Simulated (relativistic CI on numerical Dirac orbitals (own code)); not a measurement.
# Ba XXXIV (Ba³³⁺): levels and lines

The task is the spectrum of Ba³³⁺: levels, purity of their labels, lifetimes and lines; further runs change one setting each.

The numbers are computed with relativistic CI on numerical Dirac orbitals (own code) version 2 (Dirac-Coulomb-Breit CI, KLI orbitals optimised for each configuration, model QED (radiative potential, 1s self-energy scaled to tabulated hydrogen-like ionisation energies)), except any that are marked as measured or tabulated.

### Step 1. Starting point

```
ion                       : Ba³³⁺ (Ba XXXIV)
nuclear charge            : 56
electrons                 : 23
isotope                   : A = 138
first configuration typed : [Ar] 3d5
```

The outer shells:

first configuration typed
```
[Ar] core
3d [↑ ][↑ ][↑ ][↑ ][↑ ]
```

### Step 2. Base run

Input settings:

```ini
atom Ba  Z=56  charge=33  electrons=23
nucleus A=138  rms_radius_fm=4.8378
hamiltonian dirac-coulomb  breit=on  qed=on  c_scale=1
orbitals kli  potential=per-configuration
slater_scale 1
correlation none
mixing on
configurations
  [Ar] 3d5
  [Ne] 3s2 3p5 3d6
  [Ne] 3s2 3p4 3d7
  [Ne] 3s 3p6 3d6
  [Ne] 3p6 3d7
  [Ne] 3s 3p5 3d7
  [Ar] 3d4 4s
  [Ar] 3d4 4p
  [Ne] 3s2 3p4 3d6 4s
  [Ar] 3d4 4d
  [Ne] 3s2 3p4 3d6 4p
  [Ne] 3s2 3p5 3d5 4s
  [Ar] 3d4 4f
  [Ne] 3s 3p5 3d6 4s
  [Ne] 3s2 3p5 3d5 4p
  [Ne] 3s 3p5 3d6 4p
  [Ar] 3d3 4s2
  [Ne] 3s 3p6 3d5 4s
  [Ar] 3d3 4s 4p
  [Ne] 3p6 3d6 4p
end
```

### Step 3. Without configuration mixing

Settings: those of step 2 with these lines changed.

```diff
@@ -6,3 +6,3 @@
 correlation none
-mixing on
+mixing off
 configurations
```

### Step 4. The first configuration alone

Input settings:

```ini
atom Ba  Z=56  charge=33  electrons=23
nucleus A=138  rms_radius_fm=4.8378
hamiltonian dirac-coulomb  breit=on  qed=on  c_scale=1
orbitals kli  potential=per-configuration
slater_scale 1
correlation none
mixing on
configurations
  [Ar] 3d5
end
```

(Steps that only read results are left out.)

What does the calculation give? Wanted: lowest level; first excitation; lowest level of the other parity; fastest E1 line; ionisation energy.

The runs gave:

| run | time | mean size of shift, levels followed (cm⁻¹) | lowest level | ionisation energy (eV) |
| --- | --- | --- | --- | --- |
| main run | 16 s | 0 | 3d5 6S5/2 + 4P | 2142.8 |
| without configuration mixing | 15 s | 3940 | 3d5 6S5/2 + 4P | - |
| the first configuration alone | 0.041 s | 3940 | 3d5 6S5/2 + 4P | - |

The tabulated theoretical ionisation energy (NIST) is 2142 eV.

```
                                                                         quantity                                     value
                                                                     lowest level                            3d5 6S5/2 + 4P
                                                                 first excitation  3d5 [3d3/2^3 3d5/2^2] J=5/2, 105419 cm⁻¹
                                                 lowest level of the other parity                3p5 3d6 6F°11/2, 224.49 eV
                                                              levels in the model                                      9879
fastest E1 line (by rate) to the lowest level among the lowest 400 of 9879 levels       4.773 nm, from 3p5 3d6 6P°3/2 + 4P°
                                                                ionisation energy                                 2142.8 eV
                                  ionisation energy, tabulated theoretical (NIST)                                   2142 eV
```

**Reading.** The lowest level is 3d5 6S5/2 + 4P, 45 % pure in LS and 63 % in jj coupling; over the low levels the means are 47 and 77 %, so jj coupling describes them better. The ionisation energy agrees with the tabulated theoretical value within its uncertainty of 5 eV. Of the changes tried, the run «without configuration mixing» moves the low levels most, by 3940 cm⁻¹ on average. Lifetimes count radiative decay inside the model alone.
